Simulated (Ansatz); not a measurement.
# CH3SSb: the cost of one run

Computed with Ansatz 0.2.0, Gaussian basis. Level: the settings change from run to run.

## (1) The geometry

An earlier PBE0-D4 in a triple-zeta def2 set relaxation fixed the geometry. Sb takes a core potential in def2 sets; no spin-orbit term is included.

SMILES `S=[CH][SbH2]`, 6 atoms, charge 0, spin multiplicity 1.

Atoms are counted from 1 here; the program's logs count them from 0.

Bond lengths: S1–C2 1.604 Å, C2–Sb3 2.158 Å, C2–H4 1.093 Å, Sb3–H5 1.711 Å, Sb3–H6 1.702 Å. Angles: S1–C2–Sb3 124.9°, S1–C2–H4 120.0°, Sb3–C2–H4 114.9°, C2–Sb3–H5 93.6°, C2–Sb3–H6 93.3°, H5–Sb3–H6 92.6°.

## (2) wB97X-V/def2-TZVP

Options: charge -1, multiplicity 2, high accuracy.

in.yaml reads:

```yaml
crystal:
  periodic: [false, false, false]
  atoms:
    - {symbol: S, position_ang: [-1.227454, -1.652047, 0.934729]}
    - {symbol: C, position_ang: [-0.077434, -0.963969, 0.053554]}
    - {symbol: Sb, position_ang: [0.769204, 0.984721, 0.430767]}
    - {symbol: H, position_ang: [0.396693, -1.522461, -0.758136]}
    - {symbol: H, position_ang: [0.936427, 1.353507, -1.231372]}
    - {symbol: H, position_ang: [-0.755238, 1.736250, 0.524358]}
basis:
  gaussian: {orbitals: def2-TZVP}
total_charge: -1
magnetization: {spin_polarized: true, initial_magnetization: 1}
hamiltonian: {xc: {name: wB97X-V}}
accuracy: high
```

The run is started by

```console
$ ansatz run in.yaml --threads 2 --pin off --events-out ev --progress --plain --max-ram 4352MiB
```

**Question.** How long does this run take on 2 threads of AMD EPYC 7B13, shared host, and how much memory does it need?

About 43 s, with a peak of 1.1 GiB.
